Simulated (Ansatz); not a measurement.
**C₄H₉Br: small, medium and large basis sets**

An exercise on one series of results from a longer session: the logs are not shown, and one member is left open.

Computed with Ansatz 0.2.0, Gaussian basis. Level: one geometry, several basis sets.

The runs, in order: PBE0-D4/def2-SVP; ωB97M-V/def2-SVP; PBE0-D4/def2-QZVPP; ωB97M-V/def2-QZVPP; the functionals' def2-TZVPP values are taken from earlier runs.

### The geometry

The geometry comes from an earlier relaxation with PBE0-D4 in a triple-zeta def2 set; it is a stationary point, not always the lowest conformer.

SMILES `CCC(C)Br`, 14 atoms, charge 0, spin multiplicity 1.

Atoms are counted from 1 here; the program's logs count them from 0.

Bond lengths: C1–C2 1.516 Å, C1–H6 1.092 Å, C1–H7 1.091 Å, C1–H8 1.094 Å, C2–C3 1.514 Å, C2–H9 1.098 Å, C2–H10 1.095 Å, C3–C4 1.509 Å, C3–Br5 1.972 Å, C3–H11 1.091 Å, C4–H12 1.095 Å, C4–H13 1.092 Å, C4–H14 1.090 Å. Angles: C2–C1–H6 110.8°, C2–C1–H7 111.1°, C2–C1–H8 111.1°, H6–C1–H7 108.1°, H6–C1–H8 107.8°, H7–C1–H8 107.8°, C1–C2–C3 114.9°, C1–C2–H9 109.5°, C1–C2–H10 110.6°, C3–C2–H9 106.2°, C3–C2–H10 108.9°, H9–C2–H10 106.3°, C2–C3–C4 113.4°, C2–C3–Br5 110.2°, C2–C3–H11 110.3°, C4–C3–Br5 108.6°, C4–C3–H11 110.8°, Br5–C3–H11 103.0° and more.

The first run:

Contents of in.yaml:

```yaml
crystal:
  periodic: [false, false, false]
  atoms:
    - {symbol: C, position_ang: [-0.993306, 1.673525, 0.123777]}
    - {symbol: C, position_ang: [0.103717, 0.659160, 0.381673]}
    - {symbol: C, position_ang: [-0.072244, -0.665560, -0.329000]}
    - {symbol: C, position_ang: [0.962256, -1.694121, 0.057142]}
    - {symbol: Br, position_ang: [-0.001777, -0.403286, -2.282049]}
    - {symbol: H, position_ang: [-0.826885, 2.581076, 0.707375]}
    - {symbol: H, position_ang: [-1.031708, 1.951506, -0.930883]}
    - {symbol: H, position_ang: [-1.972609, 1.273456, 0.400723]}
    - {symbol: H, position_ang: [0.145138, 0.428525, 1.454218]}
    - {symbol: H, position_ang: [1.081540, 1.074929, 0.118219]}
    - {symbol: H, position_ang: [-1.080785, -1.050775, -0.169294]}
    - {symbol: H, position_ang: [0.891286, -1.892739, 1.131457]}
    - {symbol: H, position_ang: [1.969757, -1.332173, -0.157672]}
    - {symbol: H, position_ang: [0.812919, -2.632623, -0.476786]}
basis:
  gaussian: {orbitals: def2-SVP}
hamiltonian: {xc: pbe0, dispersion: d4}
output: {orbitals: {seedname: orbitals}}
```

On the command line:

```console
$ ansatz run in.yaml --threads 2 --pin off --events-out ev --progress --plain --max-ram 22528MiB --backend cpu
```

Steps of the session up to this table: PBE0-D4 in def2-SVP; ωB97M-V in def2-SVP; PBE0-D4 in def2-QZVPP; ωB97M-V in def2-QZVPP.

One table of the session follows, with a row left open; its other results are not shown here.

It belongs to the step «Density functionals: the series». 

| functional | basis | HOMO (eV) | LUMO (eV) |
| --- | --- | --- | --- |
| PBE0-D4 | def2-SVP | -7.61 | 0.41 |
| PBE0-D4 | def2-TZVPP | -7.74 | 0.18 |
| PBE0-D4 | def2-QZVPP | -7.76 | 0.06 |
| ωB97M-V | def2-SVP | ? | ? |
| ωB97M-V | def2-TZVPP | -10.02 | 2.20 |
| ωB97M-V | def2-QZVPP | -10.03 | 1.85 |

Q: Estimate the row for ωB97M-V, def2-SVP from the others.

The run gave: HOMO (eV): -9.87; LUMO (eV): 2.56. In the column «HOMO (eV)» it lies between ωB97M-V, def2-TZVPP (-10.02) and PBE0-D4, def2-QZVPP (-7.76).
